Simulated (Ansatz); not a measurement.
# CH2FNSSi: one species, many methods

The task here is to estimate one member of a computed series from the others.

Computed with Ansatz 0.2.0, Gaussian basis. Level: functionals in def2-TZVPP, the program's frozen cores in correlated methods.

Levels to be run: LDA (SPW92), PBE-D4, revPBE-D4, BLYP-D4, r2SCAN-D4, B97M-V, PBE0-D4, B3LYP-D4, r2SCANh-D4, r2SCAN0-D4, HSE06-D4, BHLYP-D4, CAM-B3LYP-D4, LC-ωPBE, ωB97X-V, ωB97M-V, B2PLYP, PBE-QIDH; CCSD(T)/def2-SVP; CCSD(T)/def2-TZVPP; MP2/def2-QZVPP; extrapolation to the limit; RPA on PBE.

### The relaxed structure

All runs share one geometry, relaxed beforehand with PBE0-D4 in a triple-zeta def2 set.

SMILES `F[SiH]1N=C1S`, 7 atoms, charge 0, spin multiplicity 1.

Atoms are counted from 1 here; the program's logs count them from 0.

Bond lengths: F1–Si2 1.585 Å, Si2–N3 1.741 Å, Si2–C4 1.759 Å, Si2–H6 1.466 Å, N3–C4 1.301 Å, C4–S5 1.714 Å, S5–H7 1.350 Å. Angles: F1–Si2–N3 120.0°, F1–Si2–C4 122.5°, F1–Si2–H6 107.9°, N3–Si2–C4 43.6°, N3–Si2–H6 122.8°, C4–Si2–H6 126.5°, Si2–N3–C4 68.9°, Si2–C4–N3 67.4°, Si2–C4–S5 160.7°, N3–C4–S5 131.8°, C4–S5–H7 95.9°.

The first run:

File in.yaml:

```yaml
crystal:
  periodic: [false, false, false]
  atoms:
    - {symbol: F, position_ang: [-2.420202, 0.296619, 0.303489]}
    - {symbol: Si, position_ang: [-0.890679, 0.591790, 0.594749]}
    - {symbol: N, position_ang: [0.226731, 0.775144, -0.727547]}
    - {symbol: C, position_ang: [0.406538, -0.359534, -0.117321]}
    - {symbol: S, position_ang: [1.483840, -1.659109, -0.415251]}
    - {symbol: H, position_ang: [-0.812019, 1.396256, 1.818114]}
    - {symbol: H, position_ang: [2.067190, -1.109267, -1.501832]}
basis:
  gaussian: {orbitals: def2-TZVPP}
hamiltonian: {xc: lda}
output: {orbitals: {seedname: orbitals}}
```

Started as:

```bash
ansatz run in.yaml --threads 2 --pin off --events-out ev --progress --plain --max-ram 4352MiB
```

Among the steps run: LDA; PBE-D4 (GGA); revPBE-D4 (GGA); BLYP-D4 (GGA); r2SCAN-D4 (meta-GGA); B97M-V (meta-GGA); B3LYP-D4 (hybrid); r2SCANh-D4 (hybrid); r2SCAN0-D4 (hybrid); HSE06-D4 (hybrid); BHLYP-D4 (hybrid); CAM-B3LYP-D4 (range-separated); LC-ωPBE (range-separated); ωB97X-V (range-separated); ωB97M-V (range-separated); B2PLYP (double hybrid); PBE-QIDH (double hybrid).

One of the session's tables, all rows but one given; the rest of the session is left out.

It belongs to the step «Orbital energies across the functionals». 

| functional | HOMO (eV) | gap (eV) |
| --- | --- | --- |
| LDA (SPW92) | -6.03 | 3.76 |
| PBE-D4 | ? | ? |
| revPBE-D4 | -5.79 | 3.86 |
| BLYP-D4 | -5.72 | 3.87 |
| r2SCAN-D4 | -6.09 | 4.24 |
| B97M-V | -6.16 | 4.45 |
| PBE0-D4 | -7.14 | 6.16 |
| B3LYP-D4 | -6.91 | 5.73 |
| r2SCANh-D4 | -6.57 | 5.11 |
| r2SCAN0-D4 | -7.29 | 6.42 |
| HSE06-D4 | -6.73 | 5.37 |
| BHLYP-D4 | -8.33 | 8.54 |
| CAM-B3LYP-D4 | -8.48 | 8.72 |
| LC-ωPBE | -9.81 | 11.20 |
| ωB97X-V | -9.46 | 10.80 |
| ωB97M-V | -9.34 | 10.58 |

Q: Estimate the row for PBE-D4 from the others.

**Answer.** HOMO (eV): -5.86; gap (eV): 3.84. In the column «HOMO (eV)» it lies between LDA (SPW92) (-6.03) and revPBE-D4 (-5.79).
